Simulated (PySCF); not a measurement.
**AsH3 (arsine): CCSD(T)/STO-3G**

Aim: the vertical singlet–triplet gap of AsH3 (arsine) at CCSD(T)/STO-3G, from 2 runs. The job is set up through a Python script.

The calculation is run with PySCF 2.14.0.

10 further runs of the same task are left out: 1 that didn't finish, 9 set aside as unsound or not needed.

### 1 The system as given

AsH3 has 4 atoms, charge 0, and is taken as a singlet. As SMILES, `[AsH3]`. The coordinates come from a PBE0-D4/def2-TZVP relaxation.

Bond lengths: As1–H2 1.522 Å, As1–H3 1.522 Å, As1–H4 1.522 Å. Angles: H2–As1–H3 92.0°, H2–As1–H4 92.0°, H3–As1–H4 92.0°.

### 2 A single-point energy at CCSD(T)/STO-3G

input.py reads:

```python
# [AsH3]
from pyscf import gto, scf, cc

mol = gto.Mole()
mol.atom = '''
As    -0.407803     0.921430    -0.653845
H      0.661215     1.191094     2.001976
H     -2.018228    -1.333202     0.115462
H      1.764815    -0.779512    -1.463593
'''
mol.unit = 'bohr'
mol.basis = 'sto-3g'
mol.verbose = 3
mol.charge = 0
mol.max_memory = 1860
mol.build()

myscf = scf.RHF(mol)
myscf.conv_tol = 1e-10
myscf.kernel()
if not myscf.converged:
    myscf = myscf.newton().run(myscf.mo_coeff, myscf.mo_occ)

mycc = cc.CCSD(myscf, frozen=9)
mycc.kernel()
e_t = mycc.ccsd_t()
e_tot = mycc.e_tot + e_t
print(f'total energy: {e_tot:.8f} hartree')
```

Command:

```console
OMP_NUM_THREADS=1 python input.py
```

Output:

```text
converged SCF energy = -2211.00798933913
E(CCSD) = -2211.068372379033  E_corr = -0.06038303990497467
CCSD(T) correction = -0.000126268873811934
total energy: -2211.06849865 hartree
```

It took 0.56 s on 1 thread of Arm Neoverse V2, shared host; peak memory 0.1 GiB.

### 3 The triplet, same level

input.xyz reads:

```xyz
4
AsH3
As    -0.215800     0.487600    -0.346000
H      0.349900     0.630300     1.059400
H     -1.068000    -0.705500     0.061100
H      0.933900    -0.412500    -0.774500
```

run.py reads:

```python
from pyscf import gto, scf, cc

mol = gto.Mole()
mol.atom = 'input.xyz'
mol.basis = 'sto-3g'
mol.spin = 2
mol.max_memory = 1860
mol.verbose = 3
mol.build()

myscf = scf.UHF(mol)
myscf.conv_tol = 1e-10
myscf.kernel()
if not myscf.converged:
    myscf = myscf.newton().run(myscf.mo_coeff, myscf.mo_occ)

mycc = cc.CCSD(myscf, frozen=9)
mycc.kernel()
e_t = mycc.ccsd_t()
energy = mycc.e_tot + e_t
print('E = %.10f Eh' % energy)
```

Command:

```console
OMP_NUM_THREADS=1 python run.py
```

Output:

```text
WARN: HOMO 0.0657595434229612 >= LUMO -0.496111338213413

converged SCF energy = -2210.68797401687  <S^2> = 2.0130298  2S+1 = 3.008674
E(UCCSD) = -2210.737238258053  E_corr = -0.04926424118208602
UCCSD(T) correction = -0.000865920227168731
E = -2210.7381041783 Eh
```

Run time: 0.75 s. Hardware: 1 thread of Arm Neoverse V2, shared host; peak memory 0.1 GiB.

### 4 Results

At CCSD(T)/STO-3G, 9 core orbitals frozen:

| quantity | value |
| --- | --- |
| singlet: total energy | -2211.06850 Eh |
| singlet: dipole moment (Hartree–Fock density) | 0.84 D |
| singlet: HOMO energy (Hartree–Fock orbitals) | -7.91 eV |
| singlet: LUMO energy (Hartree–Fock orbitals) | 11.10 eV |
| singlet: HOMO–LUMO gap (Hartree–Fock orbitals) | 19.01 eV |
| singlet: correlation energy (9 core orbitals frozen) | -60.5 mEh |
| singlet: (T) correction | -0.13 mEh |
| singlet: T1 diagnostic | 0.004 |
| triplet: total energy | -2210.73810 Eh |
| triplet: dipole moment (Hartree–Fock density) | 1.73 D |
| triplet: HOMO energy (Hartree–Fock orbitals) (highest over α and β) | 0.76 eV |
| triplet: LUMO energy (Hartree–Fock orbitals) (lowest over α and β) | 2.57 eV |
| triplet: correlation energy (9 core orbitals frozen) | -50.1 mEh |
| triplet: (T) correction | -0.87 mEh |
| triplet: ⟨S²⟩ of the reference determinant | 2.013 |
| triplet: T1 diagnostic | 0.016 |
| vertical energy of the triplet above the singlet | 8.990 eV |

**Reading.** At this shape the triplet lies 8.99 eV (207 kcal/mol) above the singlet. In a minimal basis such a difference can be off by several eV, whatever the method. The triples (singlet) make up 0.2 % of the correlation energy. Mulliken charges (triplet) of the mean-field density run from -0.18 on H2 to +0.38 on As1. The triples (triplet) make up 1.7 % of the correlation energy.
